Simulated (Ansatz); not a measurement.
Sn3Se in Ansatz: convergence with k mesh

Crystal: Sn3Se.

```
Sn Se
1.0
     4.74188    0.00000    0.00000
     0.00000    4.74188    0.00000
     0.00000    0.00000    4.74188
Sn Se
3 1
Cartesian
  2.3709 2.3709 0.0000
  2.3709 0.0000 2.3709
  0.0000 2.3709 2.3709
  0.0000 0.0000 0.0000
```

The cell comes from a database or a generator and needn't be the stable form of this composition.

* Program: Ansatz 0.2.0
* Task: convergence study
* Functional: PBEsol
* Potentials or basis: Ansatz PAW
* Cutoff: 420 eV (not typed: the program's choice for these potentials)
* k mesh: 2 × 2 × 2
* Occupations: gaussian, width 0.05 eV
* Spin: no spin polarisation

These are the settings of the first run; the series varies k mesh, with any setting tied to it.

Hardware: 2 threads of Arm Neoverse V2 (shared host).

**Question.** The values tried are 2 × 2 × 2, 3 × 3 × 3, 4 × 4 × 4, 5 × 5 × 5, 7 × 7 × 7, 8 × 8 × 8, 9 × 9 × 9, loosest first. From which on does the pressure stay within 0.1 GPa of the tightest run that finished?

**Answer.** From 8 × 8 × 8 on.

```tsv
k mesh	energy less the tightest run, at zero smearing (meV/atom)	pressure (GPa)	SCF cycles	CPU time (s)	peak memory (GiB)
2 × 2 × 2	16.02	-3.50	8	1.2	0.33
3 × 3 × 3	32.80	-2.90	8	1.4	0.33
4 × 4 × 4	-12.05	-2.63	8	2.5	0.36
5 × 5 × 5	0.09	-2.13	7	2.2	0.36
7 × 7 × 7	-4.15	-2.78	7	4	0.38
8 × 8 × 8	6.28	-2.65	7	6.3	0.41
9 × 9 × 9	0.00	-2.61	7	6.5	0.41
```

Not settled before the last step: the energy (to 1 meV/atom). Meshes of other sizes hit other points, so gaps and Fermi surfaces needn't settle smoothly. The tightest run that finished is the yardstick and may itself not be fully converged.

Caveat, for the tightest run too: the PAW data sets come from PBE, with cores solved anew for the run's functional, which leaves a small shift of forces and pressure.
